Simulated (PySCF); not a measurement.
# C₅H₉FSi: magnetic properties

Computed with PySCF 2.14.0 and routines of our own; the level stands in each step. Atoms count from 0.

## 1. The system as given

16 atoms, charge 0, multiplicity 1; geometry from: GFN2-xTB.

## 2. Magnetic properties: GIAO HF/pcSseg-1

Job settings and geometry (Å):

```
{"job": {"kind": "mag", "xc": "HF", "basis": "pcSseg-1", "isotopologues": 2}, "charge": 0, "multiplicity": 1}
C      2.043778    -0.457674     0.818774
C      0.951624    -0.244384     0.105873
C      0.018254    -1.329591    -0.354017
Si    -1.724056    -0.570561    -0.186054
C     -1.020711     1.206908     0.076949
F     -1.656258     2.155201    -0.715662
C      0.462676     1.118433    -0.290905
H      2.680564     0.349017     1.140712
H      2.355006    -1.450158     1.098173
H      0.179103    -2.248332     0.206041
H      0.229862    -1.557757    -1.401427
H     -2.526483    -0.636754    -1.404550
H     -2.450419    -1.034003     0.996750
H     -1.141799     1.568235     1.103920
H      0.540138     1.228584    -1.377094
H      1.051123     1.911781     0.171105
```

With the program's defaults for keys left out, this is: GIAO HF/pcSseg-1 magnetisability, rotational g tensor and spin-rotation constants, non-relativistic, gas phase.

On the command line:

```
> OMP_NUM_THREADS=1 python excited_run.py task.json out
```

The driver reads the jobs from task.json and runs them one after another.

Q: Estimate the wall time and peak memory of this first job on 1 thread of Intel Xeon 6975P-C, shared host.

About 9.6 s, with a peak of 0.8 GiB.
